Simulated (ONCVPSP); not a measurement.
# As: generating and testing an ONCV potential

Aim: build the potential from the settings below, then test how well it stands in for the atom: other configurations, scattering, ghost states and the plane-wave cutoff that it needs.

The numbers are computed with ONCVPSP 4.0.1.1 (patched build) (PBE, scalar-relativistic, spin-unpolarised reference atom).

**1. Starting point**

The settings as typed:

```
element                 : arsenic (As, Z = 33)
type                    : optimised norm-conserving Vanderbilt (ONCV)
frozen core             : [Ar] 3d10
valence charge          : 5
reference configuration : 4s2 4p3
partial waves           : 4s: rc 1.45 bohr, ncon 4, nbas 8, qcut 4.9 1/bohr, 2 projectors, debl 1.5 Ha; 4p: rc 1.70 bohr, ncon 4, nbas 8, qcut 4.3 1/bohr, 2 projectors, debl 0.4 Ha; d scattering state at 0.11 Ha: rc 1.80 bohr, ncon 4, nbas 8, qcut 5 1/bohr, 2 projectors, debl 0.8 Ha
local potential         : polynomial inside 1.40 bohr (lpopt 5, dvloc0 0 Ha)
core correction         : not asked for
```

The nodes and maxima of the atom's own shells, from an earlier all-electron run, set the scale for the radii.

All-electron outer shells of the reference configuration (PBE, scalar-relativistic, ld1.x):

| shell | level (eV) | outermost node (bohr) | outermost maximum (bohr) |
| --- | --- | --- | --- |
| 3p | -133.68 | 0.22 | 0.52 |
| 3d | -40.65 | – | 0.47 |
| 4s | -14.49 | 0.73 | 1.61 |
| 4p | -5.19 | 0.78 | 2.00 |

**2. The generation run**

As.dat

```
# ATOM AND REFERENCE CONFIGURATION
# atsym  z   nc   nv     iexc    psfile
  As 33.00    6    2        4      upf
#
#   n    l    f
    1    0    2.00
    2    0    2.00
    2    1    6.00
    3    0    2.00
    3    1    6.00
    3    2   10.00
    4    0    2.00
    4    1    3.00
#
# PSEUDOPOTENTIAL AND OPTIMIZATION
# lmax
    2
#
#   l,   rc,      ep,       ncon, nbas, qcut
    0    1.45    0.00    4    8    4.90
    1    1.70    0.00    4    8    4.30
    2    1.80    0.11    4    8    5.00
#
# LOCAL POTENTIAL
# lloc, lpopt,  rc(5),   dvloc0
    4    5    1.40    0.00
#
# VANDERBILT-KLEINMAN-BYLANDER PROJECTORs
# l, nproj, debl
    0    2    1.50
    1    2    0.40
    2    2    0.80
#
# MODEL CORE CHARGE
# icmod, fcfact, rcfact
    0    0.00    0.00
#
# LOG DERIVATIVE ANALYSIS
# epsh1, epsh2, depsh
   -2.00    5.00    0.02
#
# OUTPUT GRID
# rlmax, drl
    6.00    0.01
#
# TEST CONFIGURATIONS
# ncnf
    4
# nvcnf
#   n    l    f
    2
    4    0    2.00
    4    1    2.00
#
    2
    4    0    2.00
    4    1    1.00
#
    2
    4    0    2.00
    4    1    0.00
#
    2
    4    0    0.00
    4    1    5.00
#
```

Started as:

```sh
$ oncvpsp.x < As.dat > As.out
```

Q: Predict the outcome of this session. Wanted: cutoffs for 1 and 0.1 mHa per electron, occupied waves; bound ghosts; GHOST(+) flags; largest test error; largest phase difference near zero energy, channels read.

As calculated:

| quantity | value |
| --- | --- |
| cutoffs for 1 and 0.1 mHa per electron, occupied waves | 10 Ha and 21 Ha |
| bound ghosts | d at -23.84 eV |
| GHOST(+) flags | s at 85 eV |
| largest test error (AE − PS) | -55 meV, for 4s2 4p0 |
| largest phase difference near zero energy, channels read | 0.006 rad |

In words: It has a bound ghost (d), a state that the atom doesn't have, and that rules the file out. The worst unpolarised test, 4s2 4p0, is off by 55 meV on 54.8 eV; by total energies transferability rates as fair. That test lies far up in energy; among those under 40 eV, nearer to bonding, the largest error is 32 meV. By its cutoff, 10 Ha for the looser tolerance, it is soft on the atom at that tolerance. At the looser tolerance the 4s wave is the slowest; 4p needs 8 Ha. Near zero energy the phases of the channels with partial waves agree within 0.006 rad. The program also flags highly localised states, GHOST(+) (s). All of this concerns the isolated atom, not yet a solid.
